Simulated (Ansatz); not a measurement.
# LaIrAs (I4_1md): the equilibrium volume, part 1 of 2

At what volume is LaIrAs (I4_1md) free of pressure?

Program: Ansatz 0.2.0. Level of theory: DFT PBEsol, scalar-relativistic, plane waves, PAW. These are calculated values, not measurements.

**1. The starting structure**

Symmetry: I4_1md, No. 109, tetragonal system. Conventional cell: a = 4.230 Å, b = 4.230 Å, c = 15.009 Å, α = 90.00°, β = 90.00°, γ = 90.00°. Around As (site symmetry 2mm) lie 3 Ir at 2.47 to 2.48 Å and 6 La at 3.22 to 3.32 Å. Around Ir (site symmetry 2mm) lie 3 As at 2.47 to 2.48 Å. Around La (site symmetry 2mm) lie 6 As at 3.22 to 3.32 Å and 6 Ir at 3.25 to 3.26 Å.

As a file:

```cif
data_structure
_symmetry_space_group_name_H-M 'I4_1md'
_symmetry_Int_Tables_number 109
_cell_length_a 4.2299
_cell_length_b 4.2299
_cell_length_c 15.0088
_cell_angle_alpha 90.000
_cell_angle_beta 90.000
_cell_angle_gamma 90.000
_cell_volume 268.53
loop_
_atom_site_label
_atom_site_type_symbol
_atom_site_symmetry_multiplicity
_atom_site_Wyckoff_symbol
_atom_site_fract_x
_atom_site_fract_y
_atom_site_fract_z
_atom_site_occupancy
As1 As 4 a 0.00000 0.50000 0.07744 1
Ir1 Ir 4 a 0.00000 0.50000 0.91236 1
La1 La 4 a 0.50000 0.00000 0.99820 1
```

**2. At the starting volume (PBEsol, 6×6×6 mesh)**

Contents of input.yaml:

```yaml
crystal:
  lattice:
    - [-2.11492566, 2.11492566, 7.50439586]
    - [2.11492566, -2.11492566, 7.50439586]
    - [2.11492566, 2.11492566, -7.50439586]
  atoms:
    - { symbol: As, position: [0.82744007, 0.32744007, 0.5] }
    - { symbol: As, position: [0.07744007, 0.07744007, 0.0] }
    - { symbol: Ir, position: [0.6623619, 0.1623619, 0.5] }
    - { symbol: Ir, position: [0.9123619, 0.9123619, 0.0] }
    - { symbol: La, position: [0.24819803, 0.74819803, 0.5] }
    - { symbol: La, position: [0.49819803, 0.49819803, 0.0] }
basis:
  ecutwfc: 420
kpoints:
  mp_grid: { grid: [6, 6, 6] }
hamiltonian:
  xc: pbesol
scf:
  occupations: { method: gaussian, width: 0.1 }
output:
  forces: true
  stress: true
  eigenvalues: true
```

Launch:

```console
ansatz run input.yaml --threads 8 --pin off --max-ram 14336MiB --backend cpu --events-out ev --progress --plain --runs-dir out
```

Standard output, shortened:

```text
Warning: RAYON_NUM_THREADS=8 ignored (pool sized by the plan → 8); use --threads N
[...]
Pseudopotentials: kind: paw
Pseudopotential: As, paw, valence charge 15, recommended cutoff 420 eV (normal), As.paw.azcp
Pseudopotential: Ir, paw, valence charge 17, recommended cutoff 420 eV (normal), Ir.paw.azcp
Pseudopotential: La, paw, valence charge 11, recommended cutoff 420 eV (normal), La.paw.azcp
Functional definition: PBEsol
[...]
Crystal: 6 atoms, lattice volume = 134.266 Å³
Basis set: ecut = 420 eV, 2589 PW (Γ), FFT grids on a1+a3, a2+a3, a3, exchange–correlation on 60×60×108 points (8 copies of the dense FFT grid, shifted against one another)
Bands: 52, of which v1, the nominal top of the filled ones, is band 43 counted from 1 (42 counted from 0)
Symmetry: 8 space group operations
Space group: I41md (ITA 109), of the structure as read, at distance tolerance 5.1e-5 Å
k-points: 30 of 216 (time reversal used)
[...]
SCF iter   1: F=—  HF=-45552.661533 eV  |F-HF|=—  |Δ(HF+E_count)|=         —  Δρ=4.01e-3  dr2=1.61e-2  ethr=1.77e-3  ⟨swp⟩=6.7  Hψ=5516  notcnv=0
[...]
SCF iter   8: F=-45552.661948 eV  HF=-45552.661948 eV  |F-HF|=4.21e-9  |Δ(HF+E_count)|=   1.10e-8  Δρ=1.70e-6  dr2=7.26e-9  ethr=1.16e-10  ⟨swp⟩=13.4  Hψ=7451  notcnv=0
[...]
SCF converged after 8 iterations
Free energy (F): -45552.661948 eV
[...]
E sigma→0 (E₀):  -45552.657255 eV
Entropy (-TS):   -0.009387 eV (-1.564 meV/atom)
Fermi energy:    14.528580 eV
[...]
--- Forces (eV/Å), atoms counted from 1 ---
  atom   1  As     0.00000000    -0.00000000    -0.01083629
  atom   2  As    -0.00000000    -0.00000000    -0.01083629
  atom   3  Ir    -0.00000000     0.00000000    -0.00196379
  atom   4  Ir     0.00000000     0.00000000    -0.00196379
  atom   5  La     0.00000000     0.00000000     0.01278816
  atom   6  La     0.00000000     0.00000000     0.01278816
[...]
--- Stress (GPa, compression-positive) ---
       -4.318122       0.000000      -0.000000
        0.000000      -4.318122       0.000000
       -0.000000       0.000000      -4.887003
  P = ⅓ Tr σ = -4.5077 GPa (-45.077 kbar)
--- Band table (eV; the first three rows and the last of 30) ---
[...]
```

Wall time 3.4 s (8 threads of Arm Neoverse V1, shared host); peak memory 0.66 GiB.

Read off: volume 22.378 Å³/atom, pressure -4.51 GPa, metallic.

(Continued in part 2 of 2.)
